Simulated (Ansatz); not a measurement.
Crystal: CsLiCr2Te2S3.

```
Cs Li Cr Te S
1.0
     3.42162   -5.18069    0.00784
     3.42162    5.18069    0.00784
    -2.90411    0.00000    7.43093
Cs Li Cr Te S
1 1 2 2 3
Cartesian
  0.6167 0.0000 0.0649
  2.4219 0.0000 4.1212
  0.1728 2.1297 4.1498
  0.1728 -2.1297 4.1498
  4.0786 1.5993 2.1688
  4.0786 -1.5993 2.1688
  2.0049 -2.1476 5.4598
  2.0049 2.1476 5.4598
  0.0600 0.0000 3.5978
```

The cell was built by a generator and needn't be a form met in nature.

| Quantity | Value |
| --- | --- |
| Program | Ansatz 0.2.0 |
| Task | relaxation of cell and atoms |
| Functional | r2SCAN |
| Dispersion | rVV10 |
| Potentials or basis | Ansatz PAW |
| Cutoff | 500 eV (not typed: the program's choice for these potentials) |
| k mesh | 4 × 4 × 3 |
| Occupations | fermi-dirac, width 0.05 eV |
| Spin | collinear spin, ferromagnetic start |
| Starting moments | [0.0, 0.0, 3.0, 3.0, 0.0, 0.0, 0.0, 0.0, 0.0] μB |

At the start: volume 29.30 Å³/atom.

Question: Where does the relaxation end?

Answer: It ends after 7 steps and the volume is 27.44 Å³/atom (-6.3 %); space group Cm (No. 8, to 0.05 Å); moment 4.08 μB per cell.

Step by step:
| step | energy change (eV) | largest force (eV/Å) | volume (Å³) |
| --- | --- | --- | --- |
| 1 | 0.0000 | 0.1701 | 263.68 |
| 2 | -0.0447 | 0.0660 | 256.97 |
| 3 | -0.0649 | 0.1050 | 242.95 |
| 4 | -0.0714 | 0.0418 | 247.34 |
| 5 | -0.0739 | 0.0286 | 247.29 |
| 6 | -0.0744 | 0.0086 | 246.97 |
| 7 | -0.0724 | 0.0086 | 246.97 |

Final structure:
```
Cs Li Cr Te S
1.0
     3.38887   -5.20739    0.01662
     3.38887    5.20739    0.01662
    -2.85623    0.00000    6.98337
Cs Li Cr Te S
1 1 2 2 3
Direct
  0.09849 0.09849 0.99687
  0.58929 0.58929 0.55787
  0.05832 0.47029 0.56077
  0.47029 0.05832 0.56077
  0.55324 0.85938 0.27327
  0.85938 0.55324 0.27327
  0.81715 0.40982 0.74860
  0.40982 0.81715 0.74860
  0.21147 0.21147 0.48902
```

Caveat: the magnetic or orbital state may not be the lowest; the plane-wave basis is chosen anew once the cell has moved, so the energies of steps on either side of that aren't comparable; only a ferromagnetic start was run, and an antiferromagnetic order may lie lower in energy; the PAW data sets come from PBE, with cores solved anew for the run's functional, which leaves a small shift of forces and pressure.
